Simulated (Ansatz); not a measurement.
## CH₄BFSe, SMILES B[Se]CF: a polarisability from point charges, step by step

Computed with Ansatz's Python interface.

Notebook, run cell by cell (the value of a cell's last expression is shown):

In [1]:
```python
import ansatz as az
from ase import Atoms
import numpy as np

atoms = Atoms(['B', 'Se', 'C', 'F', 'H', 'H', 'H', 'H'], positions=[
    (-0.6159, 1.4021, -0.2144),
    (1.1125, 0.7552, 0.4184),
    (0.5204, -1.097, 0.2285),
    (0.417, -1.39, -1.0936),
    (-0.8432, 1.6179, -1.3972),
    (-1.5343, 1.665, 0.5454),
    (1.3774, -1.7555, 0.6465),
    (-0.3418, -1.2549, 0.8106),
])
mol = az.Crystal.molecule_from_ase(atoms)
```

In [2]:
```python
calc = (
    mol.calculation()
    .basis(gaussian='def2-SVPD')
    .functional('b3lyp')
    .forces()
)
# charges +q and -q at -R and +R make a nearly even field 2 k q / R^2 at the centre
centre = np.mean([site.position_ang for site in mol.cartesian_sites], axis=0)
field = 2 * 14.399645 * 2.0 / 30.0 ** 2
```

In [3]:
```python
def dipole(axis, sign):
    arm = 30.0 * np.eye(3)[axis]
    pair = [{'charge': sign * 2.0, 'position_ang': (centre - arm).tolist()}, {'charge': -sign * 2.0, 'position_ang': (centre + arm).tolist()}]
    deck = calc.input().set(az.key.basis.gaussian.point_charges, pair)
    return np.array(az.Session.from_dict(deck).plan().execute().report['charge_distribution']['dipole_moment_e_ang'])
```

In [4]:
```python
print(f'field {field:.4f} V/A')
alpha = np.array([(dipole(axis, 1) - dipole(axis, -1)) / (2 * field) * 14.399645 for axis in range(3)])
print('polarisability tensor (A^3)')
print(np.array2string(alpha, precision=3, suppress_small=True))
print(f'mean {np.trace(alpha) / 3:.3f} A^3 = {np.trace(alpha) / 3 / 0.14818471:.2f} bohr^3')
```
```text
field 0.0640 V/A
polarisability tensor (A^3)
[[ 8.619 -0.758  0.511]
 [-0.762  9.426 -0.095]
 [ 0.516 -0.092  7.84 ]]
mean 8.628 A^3 = 58.23 bohr^3
```

What to keep in mind:
- These settings explore the input space; basis and method may be short of convergence.
- The geometry is a force-field or estimated start, not a minimum of this method, and the basis set is short of its limit. The field of two point charges is only nearly even.
- b3lyp holds the VWN-RPA fit, as in Gaussian; the form of ORCA and Turbomole is b3lyp5.
- Timing: 36 s on 1 thread of Arm Neoverse V2, with other jobs on the host, peak memory 0.39 GiB.

(Lines on the test bed's own set-up are left out of the output.)
